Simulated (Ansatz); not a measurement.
**ZrAg3 (AuCu3 type): other levels of theory at one geometry**

Task: rerun one cell of ZrAg3 (AuCu3 type) with changes to the functional and spin–orbit coupling, and weigh what each level gives against its time. The cell was built by placing the elements on the sites of a structure type; the runs don't test whether it is the stable form.

Method: DFT at several levels, plane waves, PAW, in Ansatz 0.2.0.

### Step 1. The structure to begin with

The structure is cubic, space group Pm-3m (No. 221). The conventional cell has a = 4.273 Å, b = 4.273 Å, c = 4.273 Å, α = 90.00°, β = 90.00°, γ = 90.00°. Zr (site symmetry m-3m) has 12 Ag at 3.02 Å in its first shell of neighbours. Ag (site symmetry 4/mmm) has 4 Zr at 3.02 Å and 8 Ag at 3.02 Å in its first shell of neighbours.

As a file:

```xyz
4
Lattice="4.2726 0.0000 0.0000 0.0000 4.2726 0.0000 0.0000 0.0000 4.2726" Properties=species:S:1:pos:R:3 pbc="T T T"
Zr    0.0000    0.0000    0.0000
Ag    0.0000    2.1363    2.1363
Ag    2.1363    2.1363    0.0000
Ag    2.1363    0.0000    2.1363
```

This cell comes from an earlier session at PBE: 19.500 Å³/atom at 0.02 GPa, on a 8×8×8 mesh, metallic.

Levels to run: PBE+SOC; r²SCAN; PBEsol; LDA. Hardware: 2 threads of Arm Neoverse V2, shared host.

### Step 2. PBE+SOC

input.yaml reads:

```yaml
crystal:
  lattice:
    - [4.2726351013, 0.0, 0.0]
    - [0.0, 4.2726351013, 0.0]
    - [0.0, 0.0, 4.2726351013]
  atoms:
    - { symbol: Zr, position: [0.0, 0.0, 0.0] }
    - { symbol: Ag, position: [0.0, 0.5, 0.5] }
    - { symbol: Ag, position: [0.5, 0.5, 0.0] }
    - { symbol: Ag, position: [0.5, 0.0, 0.5] }
basis:
  ecutwfc: 420
  ecutrho_ratio: 4
kpoints:
  mp_grid: { grid: [8, 8, 8] }
hamiltonian:
  xc: pbe
scf:
  occupations: { method: gaussian, width: 0.05 }
output:
  forces: true
  stress: true
  eigenvalues: true
  populations: true
  dos: { projected: true, de: 0.02 }
  write_density: true
  write_potential: true
  elf: true
  volumetric_format: npy
magnetization:
  noncollinear: true
  spin_orbit: true
```

Started as:

```console
$ ansatz run input.yaml --threads 2 --pin off --max-ram 2662MiB --backend cpu --events-out ev --progress --plain --runs-dir out
```

After this run come: r²SCAN; PBEsol; LDA.

Q: Predict the outcome of this session. Wanted: for each run, pressure.

As calculated:

| level | mesh | gap on the mesh (eV) | pressure (GPa) | time |
| --- | --- | --- | --- | --- |
| PBE | 8×8×8 | metal | 0.0 | 20 s* |
| LDA | 8×8×8 | metal | -9.1 | 3.3 s |
| PBEsol | 8×8×8 | metal | -5.5 | 3.3 s |
| PBE+SOC | 8×8×8 | metal | -0.1 | 34 s* |
| r²SCAN | 8×8×8 | metal | -2.2 | 7.9 s |

Times are on 2 threads of Arm Neoverse V2, shared host. * Includes bands or densities of states.

The pressure runs from -9.1 GPa (LDA) to 0.0 GPa (PBE); a negative pressure means that level wants a smaller cell, a positive one a larger cell. Every level gives a metal. Total energies of different levels have different zeros and can't be compared.
